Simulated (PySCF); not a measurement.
# Tm (Tm2+): the cost of one run

Computed with PySCF 2.14.0 and routines of our own; the level stands in each step. Atoms count from 0.

## 1. The starting structure

1 atom, charge 2, states of the metal's open shell are computed; geometry from: free ion.

## 2. Ligand-field states: state-averaged CASSCF

Job settings and geometry (Å):

```
{"job": {"kind": "lf", "basis": {"metal": "x2c-TZVPall", "ligand": "x2c-SVPall"}, "nevpt": true}, "charge": 2, "metal": "Tm", "open_shell": "f13"}
Tm     0.000000     0.000000     0.000000
```

Method: state-averaged CASSCF of the metal f shell, SC-NEVPT2 on the averaged canonical orbitals, state-interaction spin-orbit coupling.

On the command line:

```console
$ OMP_NUM_THREADS=1 python lf_run.py task.json out
```

One launch serves the whole session: the jobs run in the order shown.

Q: Estimate the wall time and peak memory of this first job on 1 thread of Arm Neoverse N1, shared host.

About 17 s, with a peak of 0.25 GiB.
